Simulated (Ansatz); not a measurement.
# CH5AlClO (charge +1): inversion of the pyramid at O1

Wanted: the energy profile along the inversion of the pyramid at O1, from relaxed end points and a band of images. SMILES of the start: [OH2+][CH2][AlH][Cl].

Method: RKS BHLYP-D4/def2-SVP, in Ansatz 0.2.0.

## (1) The system as given

Bond lengths: O1–C2 1.482 Å, C2–Al3 2.079 Å, Al3–Cl4 1.984 Å, O1–H5 0.977 Å, O1–H6 1.007 Å, C2–H7 1.094 Å, C2–H8 1.096 Å, Al3–H9 1.559 Å. Angles: O1–C2–Al3 102.9°, O1–C2–H7 109.1°, O1–C2–H8 105.7°, Al3–C2–H7 117.0°, Al3–C2–H8 116.1°, H7–C2–H8 105.4°, C2–O1–H5 112.4°, C2–O1–H6 105.4°, H5–O1–H6 110.6°, C2–Al3–Cl4 131.0°, C2–Al3–H9 96.2°, Cl4–Al3–H9 132.8°.

Coordinates:

```xyz
9

O     1.2495    0.4574   -0.4254
C    -0.1321    0.0741   -0.8014
Al   -0.9038   -0.6796    0.9753
Cl   -2.6105   -1.6162    1.3590
H     1.4706    1.3690   -0.6971
H     1.2885    0.3662    0.5769
H    -0.6389    0.9412   -1.2353
H    -0.0272   -0.6425   -1.6235
H     0.3039   -0.2697    1.8714
```

## (2) Relaxing end A

Contents of input.yaml:

```yaml
crystal:
  periodic: [false, false, false]
  atoms:
    - { symbol: O, position_ang: [1.24954, 0.4574, -0.42538] }
    - { symbol: C, position_ang: [-0.13205, 0.07414, -0.80141] }
    - { symbol: Al, position_ang: [-0.90384, -0.67957, 0.97526] }
    - { symbol: Cl, position_ang: [-2.61052, -1.61619, 1.35904] }
    - { symbol: H, position_ang: [1.47063, 1.36902, -0.69708] }
    - { symbol: H, position_ang: [1.28849, 0.36619, 0.57689] }
    - { symbol: H, position_ang: [-0.63888, 0.94124, -1.23531] }
    - { symbol: H, position_ang: [-0.02723, -0.6425, -1.62345] }
    - { symbol: H, position_ang: [0.30385, -0.26974, 1.87144] }
total_charge: 1
basis:
  gaussian: { orbitals: def2-SVP }
hamiltonian:
  xc: { name: BHLYP }
  dispersion: d4
relax:
  f_tol: 0.015
  max_steps: 40
```

Run with:

```bash
ansatz run input.yaml --threads 1 --pin off --max-ram 2048MiB --backend cpu --events-out ev --progress --plain --runs-dir out
```

Log, cut to the lines that bear on the results:

```text
Warning: RAYON_NUM_THREADS=1 ignored (pool sized by the plan → 1); use --threads N
[...]
Functional definition: BHLYP
[...]
920 factors; integrals over basis functions are off by at most 4.1e-4 eV
[...]
mean field -22268.21595838 eV, -818.3418425315 hartree, gradient 2.7e-5 eV, S^2 0.000000; 0 other end points of the search recorded, 0 dependent functions left out
[...]
reference -22268.21611833 eV, -818.3418484095 hartree; 24, 24 occupied and 65, 65 virtual orbitals, 920 factors
relax step   1: F+E_penalty+E_count = -22268.38975359 eV  Δ(F+E_penalty+E_count) = +0.000e0 eV  max|allowed force component| = 1.309e0 eV/Å  Δτ_max = 0.0000 Å  (26 SCF iters, accepted)
[...]
relax step   4: F+E_penalty+E_count = -22268.59692710 eV  Δ(F+E_penalty+E_count) = -2.557e-2 eV  max|allowed force component| = 4.039e-1 eV/Å  Δτ_max = 0.1597 Å  (29 SCF iters, accepted)
[...]
relax step   7: F+E_penalty+E_count = -22268.63667935 eV  Δ(F+E_penalty+E_count) = -7.575e-3 eV  max|allowed force component| = 2.764e-1 eV/Å  Δτ_max = 0.1038 Å  (29 SCF iters, accepted)
[...]
relax step  10: F+E_penalty+E_count = -22268.64452319 eV  Δ(F+E_penalty+E_count) = -2.904e-3 eV  max|allowed force component| = 2.539e-1 eV/Å  Δτ_max = 0.0958 Å  (28 SCF iters, accepted)
[...]
relax step  12: F+E_penalty+E_count = -22268.64629725 eV  Δ(F+E_penalty+E_count) = -5.660e-4 eV  max|allowed force component| = 2.399e-2 eV/Å  Δτ_max = 0.0167 Å  (24 SCF iters, accepted)
[...]
relax step  13: F+E_penalty+E_count = -22268.64634378 eV  Δ(F+E_penalty+E_count) = -4.653e-5 eV  max|allowed force component| = 1.453e-2 eV/Å  Δτ_max = 0.0079 Å  (23 SCF iters, accepted)
920 factors; integrals over basis functions are off by at most 3.4e-4 eV
mean field -22268.47188365 eV, -818.3512476118 hartree, gradient 1.2e-5 eV, S^2 0.000000; 1 other end points of the search recorded, 0 dependent functions left out
[...]
reference -22268.47204724 eV, -818.3512536236 hartree; 24, 24 occupied and 65, 65 virtual orbitals, 920 factors
Total energy: -22268.64650737 eV, -818.3576649152 hartree
Atom 0 at     1.275772     0.545272    -0.479122 Å, force     0.009102     0.002267    -0.011471 eV/Å
Atom 1 at    -0.168719     0.101491    -0.591266 Å, force    -0.003891     0.000336     0.014531 eV/Å
Atom 2 at    -0.839004    -0.752411     1.108179 Å, force    -0.006023    -0.003067    -0.008036 eV/Å
Atom 3 at    -2.669674    -1.656893     0.864155 Å, force     0.002892     0.001769     0.000418 eV/Å
Atom 4 at     1.663895     0.971236    -1.257607 Å, force    -0.000091    -0.002138     0.002777 eV/Å
Atom 5 at     1.534301     1.011130     0.328323 Å, force    -0.005629    -0.002161     0.002008 eV/Å
Atom 6 at    -0.730915     0.981360    -0.911836 Å, force    -0.001923     0.001156     0.000002 eV/Å
Atom 7 at    -0.140720    -0.613084    -1.415007 Å, force     0.002732    -0.000896    -0.001667 eV/Å
Atom 8 at     0.075055    -0.588111     2.354181 Å, force     0.002830     0.002734     0.001438 eV/Å
Dipole moment:     1.620992     1.186569    -0.684387 e Å
```

Run time: 62 s. Hardware: 1 thread of AMD EPYC 7R43 (Zen 3), shared host; peak memory 0.18 GiB.

Step by step:

```csv
step,energy from step 1 (eV),largest force component (eV/Å)
1,0.0000,1.3091
2,-0.1428,0.4917
3,-0.1816,0.4431
4,-0.2072,0.4039
5,-0.2253,0.2837
6,-0.2394,0.2231
7,-0.2469,0.2764
8,-0.2519,0.1123
9x,-0.2516,0.1350
10,-0.2548,0.2539
11,-0.2560,0.1124
12,-0.2565,0.0240
13,-0.2566,0.0145
```

Step 1 is the start. 1 step was tried and not accepted (marked x).

After: Bond lengths: O1–C2 1.515 Å, C2–Al3 2.017 Å, Al3–Cl4 2.056 Å, O1–H5 0.969 Å, O1–H6 0.967 Å, C2–H7 1.092 Å, C2–H8 1.091 Å, Al3–H9 1.554 Å. Angles: O1–C2–Al3 112.2°, O1–C2–H7 106.0°, O1–C2–H8 102.9°, Al3–C2–H7 114.7°, Al3–C2–H8 111.6°, H7–C2–H8 108.6°, C2–O1–H5 116.8°, C2–O1–H6 117.2°, H5–O1–H6 110.6°, C2–Al3–Cl4 112.5°, C2–Al3–H9 115.8°, Cl4–Al3–H9 131.7°.

## (3) End point B

The second end starts from a geometry with the move made by hand.

Edit input.yaml of step 2 so:

```diff
@@ -7,4 +7,4 @@
     - { symbol: Cl, position_ang: [-2.61052, -1.61619, 1.35904] }
-    - { symbol: H, position_ang: [1.47063, 1.36902, -0.69708] }
-    - { symbol: H, position_ang: [1.28849, 0.36619, 0.57689] }
+    - { symbol: H, position_ang: [1.75707, 0.81125, -1.181] }
+    - { symbol: H, position_ang: [1.67476, -0.38598, -0.07569] }
     - { symbol: H, position_ang: [-0.63888, 0.94124, -1.23531] }
```

Run with:

```bash
ansatz run input.yaml --threads 1 --pin off --max-ram 2048MiB --backend cpu --events-out ev --progress --plain --runs-dir out
```

Log, cut to the lines that bear on the results:

```text
Warning: RAYON_NUM_THREADS=1 ignored (pool sized by the plan → 1); use --threads N
[...]
Functional definition: BHLYP
[...]
920 factors; integrals over basis functions are off by at most 3.4e-4 eV
[...]
mean field -22268.01484985 eV, -818.3344519296 hartree, gradient 2.2e-5 eV, S^2 0.000000; 0 other end points of the search recorded, 0 dependent functions left out
[...]
reference -22268.01501285 eV, -818.3344579194 hartree; 24, 24 occupied and 65, 65 virtual orbitals, 920 factors
relax step   1: F+E_penalty+E_count = -22268.18726937 eV  Δ(F+E_penalty+E_count) = +0.000e0 eV  max|allowed force component| = 1.867e0 eV/Å  Δτ_max = 0.0000 Å  (25 SCF iters, accepted)
[...]
relax step   7: F+E_penalty+E_count = -22268.64620857 eV  Δ(F+E_penalty+E_count) = -7.175e-4 eV  max|allowed force component| = 1.669e-2 eV/Å  Δτ_max = 0.0347 Å  (29 SCF iters, accepted)
[...]
Total energy: -22268.64646339 eV, -818.3576632987 hartree
Atom 0 at     1.267421     0.549337    -0.627197 Å, force     0.005633     0.005752     0.000409 eV/Å
Atom 1 at    -0.114568    -0.064136    -0.715524 Å, force    -0.008435    -0.003083     0.002473 eV/Å
Atom 2 at    -0.788310    -0.694363     1.076904 Å, force     0.000138     0.002473     0.002561 eV/Å
Atom 3 at    -2.774032    -1.225523     1.029796 Å, force    -0.001551    -0.000255    -0.000086 eV/Å
Atom 4 at     1.666080     0.852913    -1.455934 Å, force    -0.000316     0.002778    -0.000343 eV/Å
Atom 5 at     1.921543     0.091778    -0.080853 Å, force    -0.001228    -0.004367    -0.000415 eV/Å
Atom 6 at    -0.720225     0.754599    -1.106755 Å, force     0.002429    -0.002356    -0.001643 eV/Å
Atom 7 at    -0.050641    -0.845467    -1.476117 Å, force     0.002349    -0.000327    -0.000480 eV/Å
Atom 8 at     0.265432    -0.729089     2.219180 Å, force     0.000981    -0.000615    -0.002475 eV/Å
Dipole moment:     1.808557     0.606895    -0.920730 e Å
```

Run time: 35 s. Hardware: 1 thread of AMD EPYC 7R43 (Zen 3), shared host; peak memory 0.18 GiB.

The steps of the relaxation:

```csv
step,energy from step 1 (eV),largest force component (eV/Å)
1,0.0000,1.8669
2,-0.3026,1.0653
3,-0.4056,0.7015
4,-0.4420,0.4089
5,-0.4555,0.1365
6,-0.4582,0.0792
7,-0.4589,0.0167
8,-0.4590,0.0084
```

Step 1 is the start.

After: Bond lengths: O1–C2 1.515 Å, C2–Al3 2.016 Å, Al3–Cl4 2.056 Å, O1–H5 0.968 Å, O1–H6 0.967 Å, C2–H7 1.091 Å, C2–H8 1.092 Å, Al3–H9 1.554 Å. Angles: O1–C2–Al3 112.3°, O1–C2–H7 102.9°, O1–C2–H8 106.1°, Al3–C2–H7 111.6°, Al3–C2–H8 114.5°, H7–C2–H8 108.6°, C2–O1–H5 116.9°, C2–O1–H6 117.3°, H5–O1–H6 110.7°, C2–Al3–Cl4 112.5°, C2–Al3–H9 115.7°, Cl4–Al3–H9 131.7°.

## (4) The band

crystal.atoms is end A as relaxed above, and neb.final_atoms is end B, turned to lie on A. With 5 inner images the band has 7 in all.

Contents of input.yaml:

```yaml
crystal:
  periodic: [false, false, false]
  atoms:
    - { symbol: O, position_ang: [1.275772, 0.545272, -0.479122] }
    - { symbol: C, position_ang: [-0.168719, 0.101491, -0.591266] }
    - { symbol: Al, position_ang: [-0.839004, -0.752411, 1.108179] }
    - { symbol: Cl, position_ang: [-2.669674, -1.656893, 0.864155] }
    - { symbol: H, position_ang: [1.663895, 0.971236, -1.257607] }
    - { symbol: H, position_ang: [1.534301, 1.01113, 0.328323] }
    - { symbol: H, position_ang: [-0.730915, 0.98136, -0.911836] }
    - { symbol: H, position_ang: [-0.14072, -0.613084, -1.415007] }
    - { symbol: H, position_ang: [0.075055, -0.588111, 2.354181] }
total_charge: 1
basis:
  gaussian: { orbitals: def2-SVP }
hamiltonian:
  xc: { name: BHLYP }
  dispersion: d4
neb:
  order_check: false
  images: 5
  f_tol: 0.05
  max_iterations: 60
  initial_path: idpp
  final_atoms:
    - { symbol: O, position_ang: [1.10938366, 0.87843753, -0.39227127] }
    - { symbol: C, position_ang: [-0.15010708, 0.0638761, -0.60254994] }
    - { symbol: Al, position_ang: [-0.86534834, -0.69852856, 1.12113261] }
    - { symbol: Cl, position_ang: [-2.73536926, -1.52443099, 0.90124874] }
    - { symbol: H, position_ang: [1.52402859, 1.25623714, -1.18172009] }
    - { symbol: H, position_ang: [1.77840546, 0.51445739, 0.20409765] }
    - { symbol: H, position_ang: [-0.83961765, 0.7889059, -1.03742471] }
    - { symbol: H, position_ang: [0.09560044, -0.68269729, -1.3610501] }
    - { symbol: H, position_ang: [0.08301517, -0.59626722, 2.34853712] }
```

Run with:

```bash
ansatz run input.yaml --threads 1 --pin off --max-ram 2048MiB --backend cpu --events-out ev --progress --plain --runs-dir out
```

Log, cut to the lines that bear on the results:

```text
Warning: RAYON_NUM_THREADS=1 ignored (pool sized by the plan → 1); use --threads N
[...]
Functional definition: BHLYP
[...]
922 factors; integrals over basis functions are off by at most 3.2e-4 eV
[...]
mean field -22268.47188808 eV, -818.3512477747 hartree, gradient 2.0e-5 eV, S^2 0.000000; 0 other end points of the search recorded, 0 dependent functions left out
[...]
reference -22268.47205156 eV, -818.3512537825 hartree; 24, 24 occupied and 65, 65 virtual orbitals, 922 factors
922 factors; integrals over basis functions are off by at most 3.1e-4 eV
[...]
mean field -22268.47182312 eV, -818.3512453872 hartree, gradient 2.0e-5 eV, S^2 0.000000; 0 other end points of the search recorded, 0 dependent functions left out
[...]
reference -22268.47198658 eV, -818.3512513942 hartree; 24, 24 occupied and 65, 65 virtual orbitals, 922 factors
[...]
Total energy: -22268.61181927 eV, -818.3563901509 hartree
Atom 0 at     1.191940     0.685187    -0.473269 Å, force    -0.031103    -0.020900     0.024295 eV/Å
Atom 1 at    -0.166580     0.055023    -0.629791 Å, force    -0.011189    -0.001146    -0.018953 eV/Å
Atom 2 at    -0.876444    -0.668732     1.108728 Å, force     0.023023     0.012995    -0.006704 eV/Å
Atom 3 at    -2.729444    -1.542425     0.952698 Å, force     0.006165     0.003203    -0.000853 eV/Å
Atom 4 at     1.665047     1.078057    -1.218426 Å, force    -0.000956    -0.002771     0.011130 eV/Å
Atom 5 at     1.650365     0.725647     0.375110 Å, force     0.013249     0.007491    -0.003587 eV/Å
Atom 6 at    -0.791298     0.846635    -1.046313 Å, force    -0.002034     0.006041    -0.005669 eV/Å
Atom 7 at    -0.025987    -0.718981    -1.385800 Å, force     0.002635    -0.003036    -0.007547 eV/Å
Atom 8 at     0.082392    -0.460420     2.317063 Å, force     0.000210    -0.001877     0.007888 eV/Å
Dipole moment:     1.707754     0.985572    -0.692280 e Å
this run last wrote the band of iteration 4 to <dir>
```

It took 96 s on 1 thread of AMD EPYC 7R43 (Zen 3), shared host; peak memory 0.18 GiB.

## (5) The band, image by image

The 5 inner images lie between the fixed ends 0 and 6. Energy is taken from image 0, and the path length is the program's own coordinate along the band.

| image | path (Å) | energy (eV) | sum of angles at O1 (°) | band force (eV/Å) |
| --- | --- | --- | --- | --- |
| 0 | 0.000 | 0.0000 | 344.7 | - |
| 1 | 0.184 | 0.0023 | 346.0 | 0.020 |
| 2 | 0.367 | 0.0134 | 352.3 | 0.025 |
| 3* | 0.551 | 0.0347 | 360.0 | 0.031 |
| 4 | 0.726 | 0.0146 | 352.9 | 0.032 |
| 5 | 0.902 | 0.0028 | 346.2 | 0.023 |
| 6 | 1.077 | 0.0001 | 344.9 | - |

The star marks the climbing image.

image, energy (eV) and a bar:
```
        0      0.000 
        1      0.002 ##
        2      0.013 ############
        3      0.035 ##############################
        4      0.015 #############
        5      0.003 ##
        6      0.000
```

The top of the band by iteration:

```csv
iteration,highest image above image 0 (eV),largest band force (eV/Å)
1,0.0479,0.340
2,0.0380,0.138
3,0.0363,0.103
4,0.0347,0.032
```

The band as a trajectory file:

```xyz
9
image=0 dE=0.0000
O     1.276    0.545   -0.479
C    -0.169    0.101   -0.591
Al   -0.839   -0.752    1.108
Cl   -2.670   -1.657    0.864
H     1.664    0.971   -1.258
H     1.534    1.011    0.328
H    -0.731    0.981   -0.912
H    -0.141   -0.613   -1.415
H     0.075   -0.588    2.354
9
image=1 dE=0.0023
O     1.273    0.542   -0.490
C    -0.159    0.072   -0.612
Al   -0.847   -0.724    1.106
Cl   -2.699   -1.594    0.906
H     1.638    1.049   -1.230
H     1.553    0.914    0.359
H    -0.732    0.934   -0.960
H    -0.110   -0.663   -1.416
H     0.084   -0.530    2.337
9
image=2 dE=0.0134
O     1.251    0.577   -0.494
C    -0.159    0.055   -0.627
Al   -0.862   -0.692    1.106
Cl   -2.720   -1.553    0.940
H     1.627    1.113   -1.206
H     1.600    0.808    0.377
H    -0.755    0.884   -1.014
H    -0.071   -0.706   -1.404
H     0.088   -0.486    2.321
9
image=3 dE=0.0347
O     1.192    0.685   -0.473
C    -0.167    0.055   -0.630
Al   -0.876   -0.669    1.109
Cl   -2.729   -1.542    0.953
H     1.665    1.078   -1.218
H     1.650    0.726    0.375
H    -0.791    0.847   -1.046
H    -0.026   -0.719   -1.386
H     0.082   -0.460    2.317
9
image=4 dE=0.0146
O     1.145    0.793   -0.448
C    -0.162    0.059   -0.626
Al   -0.885   -0.645    1.116
Cl   -2.733   -1.526    0.946
H     1.672    1.025   -1.225
H     1.680    0.647    0.344
H    -0.812    0.813   -1.073
H     0.027   -0.724   -1.363
H     0.068   -0.443    2.330
9
image=5 dE=0.0028
O     1.132    0.831   -0.429
C    -0.148    0.047   -0.619
Al   -0.900   -0.615    1.129
Cl   -2.755   -1.478    0.933
H     1.630    1.068   -1.225
H     1.724    0.559    0.286
H    -0.808    0.765   -1.107
H     0.088   -0.750   -1.327
H     0.036   -0.427    2.357
9
image=6 dE=0.0001
O     1.137    0.829   -0.418
C    -0.133    0.027   -0.609
Al   -0.909   -0.606    1.140
Cl   -2.790   -1.410    0.922
H     1.581    1.146   -1.218
H     1.783    0.493    0.220
H    -0.795    0.734   -1.110
H     0.118   -0.773   -1.310
H     0.008   -0.441    2.384
```

## (6) Frequencies at the highest image

The geometry is the highest inner image of the first converged band.

Contents of input.yaml:

```yaml
crystal:
  periodic: [false, false, false]
  atoms:
    - { symbol: O, position_ang: [1.19194, 0.685187, -0.473269] }
    - { symbol: C, position_ang: [-0.16658, 0.055023, -0.629791] }
    - { symbol: Al, position_ang: [-0.876444, -0.668732, 1.108728] }
    - { symbol: Cl, position_ang: [-2.729444, -1.542425, 0.952698] }
    - { symbol: H, position_ang: [1.665047, 1.078057, -1.218426] }
    - { symbol: H, position_ang: [1.650365, 0.725647, 0.37511] }
    - { symbol: H, position_ang: [-0.791298, 0.846635, -1.046313] }
    - { symbol: H, position_ang: [-0.025987, -0.718981, -1.3858] }
    - { symbol: H, position_ang: [0.082392, -0.46042, 2.317063] }
total_charge: 1
basis:
  gaussian: { orbitals: def2-SVP }
hamiltonian:
  xc: { name: BHLYP }
  dispersion: d4
phonons: {}
```

Run with:

```bash
ansatz run input.yaml --threads 1 --pin off --max-ram 2048MiB --backend cpu --events-out ev --progress --plain --runs-dir out
```

Log, cut to the lines that bear on the results:

```text
Warning: RAYON_NUM_THREADS=1 ignored (pool sized by the plan → 1); use --threads N
[...]
Functional definition: BHLYP
[...]
923 factors; integrals over basis functions are off by at most 3.5e-4 eV
[...]
mean field -22268.43737594 eV, -818.3499794767 hartree, gradient 1.5e-5 eV, S^2 0.000000; 0 other end points of the search recorded, 0 dependent functions left out
[...]
reference -22268.43753819 eV, -818.3499854394 hartree; 24, 24 occupied and 65, 65 virtual orbitals, 923 factors
[...]
923 factors; integrals over basis functions are off by at most 3.5e-4 eV
[...]
mean field -22268.43714839 eV, -818.3499711145 hartree, gradient 8.1e-7 eV, S^2 0.000000; 0 other end points of the search recorded, 0 dependent functions left out
[...]
reference -22268.43731059 eV, -818.3499770751 hartree; 24, 24 occupied and 65, 65 virtual orbitals, 923 factors
[...]
923 factors; integrals over basis functions are off by at most 3.5e-4 eV
[...]
WARN: phonons: modes at or below zero, which the zero-point energy, F, S and C_V leave out: 1, the lowest at -406.50 cm⁻¹. A minimum has none, and a first-order saddle one
[...]
Total energy: -22268.61182006 eV, -818.3563901801 hartree
Atom 0 at     1.191940     0.685187    -0.473269 Å, force    -0.031071    -0.020863     0.024283 eV/Å
Atom 1 at    -0.166580     0.055023    -0.629791 Å, force    -0.011207    -0.001159    -0.018957 eV/Å
Atom 2 at    -0.876444    -0.668732     1.108728 Å, force     0.023038     0.012978    -0.006708 eV/Å
Atom 3 at    -2.729444    -1.542425     0.952698 Å, force     0.006154     0.003219    -0.000852 eV/Å
Atom 4 at     1.665047     1.078057    -1.218426 Å, force    -0.000973    -0.002782     0.011154 eV/Å
Atom 5 at     1.650365     0.725647     0.375110 Å, force     0.013237     0.007488    -0.003597 eV/Å
Atom 6 at    -0.791298     0.846635    -1.046313 Å, force    -0.002026     0.006028    -0.005668 eV/Å
Atom 7 at    -0.025987    -0.718981    -1.385800 Å, force     0.002638    -0.003032    -0.007543 eV/Å
Atom 8 at     0.082392    -0.460420     2.317063 Å, force     0.000211    -0.001878     0.007889 eV/Å
Dipole moment:     1.707755     0.985573    -0.692280 e Å
Vibrations: -406.50 80.61 85.99 230.25 244.02 426.09 548.61 608.71 682.80 690.03 822.40 967.41 1271.35 1336.69 1495.62 1676.61 2077.01 3184.25 3264.74 3811.45 3921.62 cm⁻¹, zero-point energy 1.700212 eV
```

Run time: 2.7 min. Hardware: 1 thread of AMD EPYC 7R43 (Zen 3), shared host; peak memory 0.18 GiB.

Of 21 modes, 1 is imaginary by more than 30 cm⁻¹ (406i cm⁻¹).

## (7) Summary of results

| quantity | value |
| --- | --- |
| end A | 11 moves, 0.257 eV lower |
| end B | 7 moves, 0.459 eV lower |
| barrier forwards | 0.035 eV |
| barrier backwards | 0.035 eV |
| second end relative to first | 0.000 eV |
| highest image | 3 of 0 to 6, climbing |
| band iterations | 4 |
| imaginary modes at the top | 406i cm⁻¹ |

In words: The top lies 0.035 eV above the first end, or 1.3 kT at room temperature. Both ends agree in energy to 1 meV. One imaginary mode, as a first-order saddle point has. Zero-point energy and entropy are left out.
